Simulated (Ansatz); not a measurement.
# GeNH₅ + HBr: a complex and its separated parts, part 3 of 3

Ansatz 0.2.0, Gaussian basis. Earlier steps stand in the parts before.

**17. PBE-QIDH/def2-TZVPP**

The inputs:

parta/in.yaml

```yaml
crystal:
  periodic: [false, false, false]
  atoms:
    - {symbol: Ge, position_ang: [-0.787691, 0.006340, -0.674765]}
    - {symbol: H, position_ang: [-0.332275, -1.232516, -1.460205]}
    - {symbol: H, position_ang: [-2.330132, -0.021669, -0.550879]}
    - {symbol: H, position_ang: [-0.372824, 1.298891, -1.393288]}
    - {symbol: N, position_ang: [0.108253, -0.021799, 0.935556]}
    - {symbol: H, position_ang: [-0.062295, -0.857106, 1.479193]}
    - {symbol: H, position_ang: [-0.087758, 0.778316, 1.521867]}
basis:
  gaussian: {orbitals: def2-TZVPP}
hamiltonian: {xc: {name: PBE-QIDH}}
```

partb/in.yaml

```yaml
crystal:
  periodic: [false, false, false]
  atoms:
    - {symbol: Br, position_ang: [2.504322, 0.043835, -0.349204]}
    - {symbol: H, position_ang: [1.360401, 0.005807, 0.491825]}
basis:
  gaussian: {orbitals: def2-TZVPP}
hamiltonian: {xc: {name: PBE-QIDH}}
```

The same command starts each run, in its folder.

On the command line:

```
ansatz run in.yaml --threads 4 --pin off --events-out ev --progress --plain --max-ram 9574MiB
```

Log of parta, shortened:

```text
Functional definition: PBE-QIDH
  name "PBE-QIDH"
  cite "Brémond, Sancho-García, Pérez-Jiménez & Adamo, J. Chem. Phys. 141, 031101 (2014) doi:10.1063/1.4890314"
  cite "Perdew, Burke & Ernzerhof, Phys. Rev. Lett. 77, 3865 (1996) doi:10.1103/PhysRevLett.77.3865"
[...]
887 factors; integrals over basis functions are off by at most 1.0e-3 eV
[...]
mean field -58067.43911571 eV, -2133.9390279783 hartree, gradient 3.5e-6 eV, S^2 0.000000; 0 other end points of the search recorded, 0 dependent functions left out
10 core orbitals not correlated: weight in the atoms' cores, before any rotation towards them, 1.000 or more for the frozen orbitals, at most 0.000 for the correlated occupied ones
reference -58067.43912646 eV, -2133.9390283735 hartree; 12, 12 occupied and 127, 127 virtual orbitals, 887 factors
second order -14.95806292 eV of doubles, -0.00000000 eV of singles
Total energy: -58072.42514743 eV, -2134.1222612646 hartree
```

Log of partb, shortened:

```text
[... 4 set-up lines as earlier in the session ...]
[...]
399 factors; integrals over basis functions are off by at most 1.5e-3 eV
[...]
mean field -70043.31103219 eV, -2574.0442033714 hartree, gradient 9.2e-7 eV, S^2 0.000000; 0 other end points of the search recorded, 0 dependent functions left out
9 core orbitals not correlated: weight in the atoms' cores, before any rotation towards them, 1.000 or more for the frozen orbitals, at most 0.000 for the correlated occupied ones
reference -70043.31103931 eV, -2574.0442036331 hartree; 9, 9 occupied and 44, 44 virtual orbitals, 399 factors
second order -8.68128767 eV of doubles, -0.00000000 eV of singles
Total energy: -70046.20480186 eV, -2574.1505474455 hartree
```

Times: 1.9 s (parta), 0.45 s (partb) on 4 threads of Arm Neoverse V1, shared host.

**18. RPA on PBE/def2-TZVPP**

Each input of step 17 (parta, partb) changes in the same lines:

```diff
-hamiltonian: {xc: {name: PBE-QIDH}}
+hamiltonian: {xc: pbe}
+correlation: {method: rpa}
```

Each run has its own folder and the same command.

On the command line:

```
ansatz run in.yaml --threads 4 --pin off --events-out ev --progress --plain --max-ram 9574MiB
```

parta printed, shortened:

```text
[... 4 set-up lines as earlier in the session ...]
[...]
887 factors; integrals over basis functions are off by at most 1.0e-3 eV
[...]
mean field -58079.74473643 eV, -2134.3912511988 hartree, gradient 2.6e-6 eV, S^2 0.000000; 0 other end points of the search recorded, 0 dependent functions left out
10 core orbitals not correlated: weight in the atoms' cores, before any rotation towards them, 1.000 or more for the frozen orbitals, at most 0.000 for the correlated occupied ones
reference -58034.10017299 eV, -2132.7138444313 hartree; 12, 12 occupied and 127, 127 virtual orbitals, 887 factors
Total energy: -58055.89242783 eV, -2133.5146950257 hartree
```

partb printed, shortened:

```text
[... 4 set-up lines as earlier in the session ...]
[...]
399 factors; integrals over basis functions are off by at most 1.5e-3 eV
[...]
mean field -70052.13661078 eV, -2574.3685374026 hartree, gradient 4.0e-6 eV, S^2 0.000000; 0 other end points of the search recorded, 0 dependent functions left out
9 core orbitals not correlated: weight in the atoms' cores, before any rotation towards them, 1.000 or more for the frozen orbitals, at most 0.000 for the correlated occupied ones
reference -70014.55949182 eV, -2572.9876037513 hartree; 9, 9 occupied and 44, 44 virtual orbitals, 399 factors
Total energy: -70026.49302841 eV, -2573.4261531322 hartree
```

Times: 1.6 s (parta), 0.35 s (partb) on 4 threads of Arm Neoverse V1, shared host.

**19. CCSD(T)/def2-TZVPP**

The same edit goes into each in.yaml of step 18 (parta, partb):

```diff
-hamiltonian: {xc: pbe}
-correlation: {method: rpa}
+correlation: {method: ccsd_t}
```

Each run has its own folder and the same command.

On the command line:

```
ansatz run in.yaml --threads 4 --pin off --events-out ev --progress --plain --max-ram 9574MiB
```

parta printed, shortened:

```text
Functional definition: HF
  name "HF"
  cite "Fock, Z. Phys. 61, 126 (1930) doi:10.1007/BF01340294"
[... 1 set-up line as earlier in the session ...]
[...]
887 factors; integrals over basis functions are off by at most 1.0e-3 eV
[...]
mean field -58035.17480754 eV, -2132.7533365227 hartree, gradient 1.5e-6 eV, S^2 0.000000; 0 other end points of the search recorded, 0 dependent functions left out
10 core orbitals not correlated: weight in the atoms' cores, before any rotation towards them, 1.000 or more for the frozen orbitals, at most 0.000 for the correlated occupied ones
reference -58035.17480754 eV, -2132.7533365227 hartree; 12, 12 occupied and 127, 127 virtual orbitals, 887 factors
second order -13.29783125 eV of doubles, -0.00000000 eV of singles
cycle   1  -13.40497035 eV  change   -1.1e-1 eV  update   8.2e-2
[...]
cycle   9  -13.87462126 eV  change   -1.1e-6 eV  update   1.5e-5
perturbative correction -0.47159656 eV, -0.0173308539 hartree
Total energy: -58049.52102536 eV, -2133.2805503035 hartree
```

partb printed, shortened:

```text
[... 4 set-up lines as earlier in the session ...]
[...]
399 factors; integrals over basis functions are off by at most 1.5e-3 eV
[...]
mean field -70014.93839834 eV, -2573.0015283093 hartree, gradient 1.4e-6 eV, S^2 0.000000; 0 other end points of the search recorded, 0 dependent functions left out
9 core orbitals not correlated: weight in the atoms' cores, before any rotation towards them, 1.000 or more for the frozen orbitals, at most 0.000 for the correlated occupied ones
reference -70014.93839834 eV, -2573.0015283093 hartree; 9, 9 occupied and 44, 44 virtual orbitals, 399 factors
second order -7.83905989 eV of doubles, -0.00000000 eV of singles
cycle   1  -7.92763444 eV  change   -8.9e-2 eV  update   4.5e-2
[...]
cycle   7  -8.11355933 eV  change   -4.8e-6 eV  update   1.2e-5
perturbative correction -0.24159134 eV, -0.0088783178 hartree
Total energy: -70023.29354900 eV, -2573.3085744328 hartree
```

Wall times: 13 s (parta), 0.4 s (partb) on 4 threads of Arm Neoverse V1, shared host; peak memory 0.96 GiB.

**20. Vibrations of GeNH₅**

File vib-parta/in.yaml:

```yaml
crystal:
  periodic: [false, false, false]
  atoms:
    - {symbol: Ge, position_ang: [-0.787691, 0.006340, -0.674765]}
    - {symbol: H, position_ang: [-0.332275, -1.232516, -1.460205]}
    - {symbol: H, position_ang: [-2.330132, -0.021669, -0.550879]}
    - {symbol: H, position_ang: [-0.372824, 1.298891, -1.393288]}
    - {symbol: N, position_ang: [0.108253, -0.021799, 0.935556]}
    - {symbol: H, position_ang: [-0.062295, -0.857106, 1.479193]}
    - {symbol: H, position_ang: [-0.087758, 0.778316, 1.521867]}
basis:
  gaussian: {orbitals: def2-TZVP}
hamiltonian: {xc: pbe0, dispersion: d4}
phonons: {temperatures: {t_min: 298.15, t_max: 900, t_step: 200}}
```

On the command line:

```
ansatz run in.yaml --threads 4 --pin off --events-out ev --progress --plain --max-ram 9574MiB
```

The program printed, shortened:

```text
[... 5 set-up lines as earlier in the session ...]
[...]
776 factors; their error is unknown
[...]
mean field -58081.38877992 eV, -2134.4516686827 hartree, gradient 5.7e-5 eV, S^2 0.000000; 0 other end points of the search recorded, 0 dependent functions left out
[...]
Atom 4 at     0.108253    -0.021799     0.935556 Å, force    -0.000028     0.000001     0.000914 eV/Å
Atom 5 at    -0.062295    -0.857106     1.479193 Å, force     0.000089     0.000154    -0.000480 eV/Å
Atom 6 at    -0.087758     0.778316     1.521867 Å, force     0.000042    -0.000155    -0.000411 eV/Å
Dipole moment:    -0.171561    -0.007110     0.170139 e Å
Vibrations: 172.92 540.92 575.74 641.38 709.53 856.61 883.10 889.89 946.12 1584.72 2102.08 2165.15 2169.73 3554.87 3646.74 cm⁻¹, zero-point energy 1.329079 eV
```

Run time: 26 s. Hardware: 4 threads of Arm Neoverse V1, shared host.

The modes, with what each moves most:

| mode | wavenumber (cm⁻¹) | character |
| --- | --- | --- |
| 1 | 173 | torsion |
| 2 | 541 | bend with torsion |
| 3 | 576 | bend |
| 4 | 641 | bend with Ge–N stretch |
| 5 | 710 | Ge–N stretch with bend |
| 6 | 857 | bend |
| 7 | 883 | bend |
| 8 | 890 | bend with wag or twist |
| 9 | 946 | bend |
| 10 | 1585 | bend |
| 11 | 2102 | Ge–H stretch |
| 12 | 2165 | Ge–H stretch |
| 13 | 2170 | Ge–H stretch |
| 14 | 3555 | N–H stretch |
| 15 | 3647 | N–H stretch |

Vibrational sums (real modes only):

| T (K) | entropy (J/mol/K) | heat capacity (J/mol/K) |
| --- | --- | --- |
| 298 | 19.8 | 33.4 |
| 498 | 43.0 | 57.3 |
| 698 | 65.0 | 72.8 |
| 898 | 84.7 | 83.9 |

**21. Vibrations of HBr**

File vib-partb/in.yaml:

```yaml
crystal:
  periodic: [false, false, false]
  atoms:
    - {symbol: Br, position_ang: [2.504322, 0.043835, -0.349204]}
    - {symbol: H, position_ang: [1.360401, 0.005807, 0.491825]}
basis:
  gaussian: {orbitals: def2-TZVP}
hamiltonian: {xc: pbe0, dispersion: d4}
phonons: {temperatures: {t_min: 298.15, t_max: 900, t_step: 200}}
```

On the command line:

```
ansatz run in.yaml --threads 4 --pin off --events-out ev --progress --plain --max-ram 9574MiB
```

The program printed, shortened:

```text
[... 5 set-up lines as earlier in the session ...]
[...]
457 factors; their error is unknown
[...]
mean field -70054.57278160 eV, -2574.4580650289 hartree, gradient 2.1e-5 eV, S^2 0.000000; 0 other end points of the search recorded, 0 dependent functions left out
[...]
reference -70054.57273125 eV, -2574.4580631786 hartree; 18, 18 occupied and 36, 36 virtual orbitals, 457 factors
Total energy: -70054.57831812 eV, -2574.4582684924 hartree
Atom 0 at     2.504322     0.043835    -0.349204 Å, force     0.004623     0.000154    -0.003399 eV/Å
Atom 1 at     1.360401     0.005807     0.491825 Å, force    -0.004623    -0.000154     0.003399 eV/Å
Dipole moment:    -0.159721    -0.005310     0.117429 e Å
Vibrations: 2668.95 cm⁻¹, zero-point energy 0.165454 eV
```

Wall time 2.3 s (4 threads of Arm Neoverse V1, shared host).

The modes, with what each moves most:

| mode | wavenumber (cm⁻¹) | character |
| --- | --- | --- |
| 1 | 2669 | Br–H stretch |

Vibrational sums (real modes only):

| T (K) | entropy (J/mol/K) | heat capacity (J/mol/K) |
| --- | --- | --- |
| 298 | 0.0 | 0.0 |
| 498 | 0.0 | 0.2 |
| 698 | 0.2 | 1.0 |
| 898 | 0.6 | 2.2 |

**22. Complex less separated parts**

The complex's own energies come from single points at the same levels.

Rows are in def2-TZVPP; times add the 3 runs of a level on a shared host, so small differences are noise.

Differences are taken before rounding.

| method | rung | complex less parts (kJ/mol) | from CCSD(T) (kJ/mol) | time |
| --- | --- | --- | --- | --- |
| SPW92 | LDA | -81.0 | -46.9 | 1.9 s |
| PBE-D4 | GGA | -55.9 | -21.9 | 2.9 s |
| BLYP-D4 | GGA | -47.9 | -13.9 | 3 s |
| r2SCAN-D4 | meta-GGA | -54.0 | -20.0 | 6.2 s |
| B97M-V | meta-GGA | -35.9 | -1.9 | 12 s |
| PBE0-D4 | hybrid | -54.1 | -20.0 | 4.5 s |
| B3LYP-D4 | hybrid | -48.1 | -14.1 | 4.1 s |
| r2SCAN0-D4 | hybrid | -53.6 | -19.6 | 7.5 s |
| BHLYP-D4 | hybrid | -48.2 | -14.1 | 4.1 s |
| CAM-B3LYP-D4 | range-separated hybrid | -45.7 | -11.7 | 4.6 s |
| wB97X-V | range-separated hybrid | -42.1 | -8.0 | 10 s |
| wB97M-V | range-separated hybrid | -43.6 | -9.6 | 12 s |
| B2PLYP | double hybrid | -38.3 | -4.3 | 7.7 s |
| PBE-QIDH | double hybrid | -47.1 | -13.1 | 8.3 s |
| RPA on PBE | RPA | -20.1 | +13.9 | 6.5 s |
| Hartree-Fock | wavefunction | -20.1 | +14.0 |  |
| MP2 | wavefunction | -42.7 | -8.7 |  |
| CCSD | wavefunction | -30.3 | +3.8 |  |
| CCSD(T) | wavefunction | -34.0 | 0 | 2.8 min |

Among the levels timed on like hardware and quicker than the yardstick, those that no quicker one beats, quickest first: SPW92 (1.9 s, -46.9 kJ/mol); PBE-D4 (2.9 s, -21.9 kJ/mol); BLYP-D4 (3 s, -13.9 kJ/mol); CAM-B3LYP-D4 (4.6 s, -11.7 kJ/mol); B2PLYP (7.7 s, -4.3 kJ/mol); B97M-V (12 s, -1.9 kJ/mol).

For cost: B97M-V gets within 1.9 kJ/mol in 12 s, where CCSD(T) took 2.8 min; the quickest level in the cost chart, SPW92, takes 1.9 s and misses by 46.9 kJ/mol.

The complex's zero-point energy, from a separate PBE0-D4 run, is 1.659 eV.

**23. What came out**

The summary covers parts 1 to 3.

```
                              quantity         value
complex less parts, CCSD(T)/def2-TZVPP  -34.0 kJ/mol
                with zero-point energy  -18.1 kJ/mol
                 largest T1 diagnostic         0.011
```

At CCSD(T) the complex lies 34.0 kJ/mol below its parts. Among the functionals B97M-V lands nearest to CCSD(T) (-1.9 kJ/mol) and SPW92 farthest (-46.9 kJ/mol). By rung, the mean size of the error is: LDA 46.9, GGA 17.9, meta-GGA 10.9, hybrid 17.0, range-separated hybrid 9.8, double hybrid 8.7 kJ/mol. The double hybrids carry no dispersion term here, unlike the levels marked D4 or V. PBE-D4 gives a relative energy 21.9 kJ/mol too low, outside chemical accuracy (1 kcal/mol, 4.2 kJ/mol). No counterpoise was applied, and triple zeta lacks some correlation, so the CCSD(T) reference has a basis error of its own, and close matches with it are partly luck.
